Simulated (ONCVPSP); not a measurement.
**Pseudopotential generation for Ca: ONCV, PBE**

Do these settings give a usable potential? It is generated, then checked for transferability, scattering, ghosts and hardness.

Program: ONCVPSP 4.0.1. Reference atom: PBE, scalar-relativistic, spherical and spin-unpolarised. All values are calculated.

**1. Starting point**

The settings as typed:

- element: calcium (Ca, Z = 20)
- type: optimised norm-conserving Vanderbilt (ONCV)
- frozen core: [Ne] 3s2
- valence charge: 8
- reference configuration: 3p6 4s1.75 4p0.25
- partial waves: 4s: rc 3.55 bohr, ncon 3, nbas 6, qcut 1.7 1/bohr, 1 projector; 3p+4p: rc 2.35 bohr, ncon 5, nbas 10, qcut 6.1 1/bohr, 2 projectors; d scattering state at 0.45 Ha: rc 2.90 bohr, ncon 4, nbas 9, qcut 3.8 1/bohr, 2 projectors, debl 2.3 Ha
- local potential: polynomial inside 1.55 bohr (lpopt 5, dvloc0 1 Ha)
- core correction: Teter function, fcfact 5, rcfact 1.6

**2. Generating the potential**

Contents of Ca.dat:

```
# ATOM AND REFERENCE CONFIGURATION
# atsym  z   nc   nv     iexc    psfile
  Ca 20.00    4    3        4      upf
#
#   n    l    f
    1    0    2.00
    2    0    2.00
    2    1    6.00
    3    0    2.00
    3    1    6.00
    4    0    1.75
    4    1    0.25
#
# PSEUDOPOTENTIAL AND OPTIMIZATION
# lmax
    2
#
#   l,   rc,      ep,       ncon, nbas, qcut
    0    3.55    0.00    3    6    1.70
    1    2.35    0.00    5   10    6.10
    2    2.90    0.45    4    9    3.80
#
# LOCAL POTENTIAL
# lloc, lpopt,  rc(5),   dvloc0
    4    5    1.55    1.00
#
# VANDERBILT-KLEINMAN-BYLANDER PROJECTORs
# l, nproj, debl
    0    1    2.80
    1    2    2.10
    2    2    2.30
#
# MODEL CORE CHARGE
# icmod, fcfact, rcfact
    3    5.00    1.60
#
# LOG DERIVATIVE ANALYSIS
# epsh1, epsh2, depsh
   -3.00    5.00    0.02
#
# OUTPUT GRID
# rlmax, drl
    6.00    0.01
#
# TEST CONFIGURATIONS
# ncnf
    4
# nvcnf
#   n    l    f
    3
    3    1    6.00
    4    0    2.00
    4    1    0.00
#
    3
    3    1    6.00
    4    0    1.00
    4    1    0.00
#
    3
    3    1    6.00
    4    0    0.00
    4    1    0.00
#
    3
    3    1    5.00
    4    0    2.00
    4    1    0.00
#
```

Started as:

```console
$ oncvpsp.x < Ca.dat > Ca.out
```

Before running it: what results should come out? Wanted: cutoffs for 1 and 0.1 mHa per electron, occupied waves; bound ghosts; GHOST(+) flags; largest test error; largest phase difference near zero energy, channels read; rms error of d²Exc/dn², without and with the model core; projector energies reset by the program.

**Answer**, as computed:

| quantity | value |
| --- | --- |
| cutoffs for 1 and 0.1 mHa per electron, occupied waves | 13 Ha and 15 Ha |
| bound ghosts | s at -26.45 eV |
| GHOST(+) flags | none at low energy |
| largest test error (AE − PS) | +2.5 meV, for 3p6 4s0 4p0 (1 test unsolved) |
| largest phase difference near zero energy, channels read | 0.060 rad |
| rms error of d²Exc/dn², without and with the model core | 3.13 and 0.94 mHa |
| projector energies reset by the program | d: -0.082, 2.218 Ha |

In words: A bound ghost (s) makes it unfit for use: electrons can fall into a state that the atom doesn't have. By total energies transferability is very good where solved: the largest error is 2.5 meV on 17.5 eV, for 3p6 4s0 4p0. Atomic tests can pass in spite of a ghost, since they solve only for the levels asked. Of the tests 1 gave no usable energy difference, which is a warning in itself. It counts as soft on the atom at that tolerance, with 13 Ha needed at the looser tolerance. At the looser tolerance the 3p wave is the slowest; 4p needs 10 Ha. Of the channels read, d scatters worst near zero energy, by up to 0.06 rad. All of this concerns the isolated atom, not yet a solid.
